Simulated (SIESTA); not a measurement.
Ag in SIESTA: the effect of basis

The system is Ag, a slab with vacuum.

```
Ag
1.0
     2.88938    0.00000    0.00000
    -1.44469    2.50228    0.00000
     0.00000    0.00000   24.43667
Ag
5
Direct
  0.66667 0.33333 0.30692
  0.33333 0.66667 0.40346
  0.00000 0.00000 0.50000
  0.66667 0.33333 0.59654
  0.33333 0.66667 0.69308
```

The slab is cut from a database's or a generator's crystal, which needn't be the stable form of the element.

Alike in all runs:

- Program: SIESTA 5.4.2
- Task: band structure
- Functional: PBE
- Potentials or basis: PseudoDojo 0.4 standard (PBE files)
- Grid cutoff: 800 Ry
- Energy shift: 0.003 Ry
- k mesh: 11 × 11 × 1
- Occupations: fermi-dirac, width 0.05 eV
- Spin: no spin polarisation

Q: One run gave: largest force 1.12 eV/Å. Which basis did it use?
A. DZ
B. DZDP
C. TZDP
D. DZP
E. SZ

A: E.

| basis | largest force (eV/Å) |
| --- | --- |
| SZ | 1.12 |
| SZP | 0.19 |
| DZ | 0.24 |
| DZP | 0.17 |
| DZDP | 0.18 |
| TZP | 0.17 |
| TZDP | 0.18 |

Caveats: the basis has no polarisation orbitals (some runs).
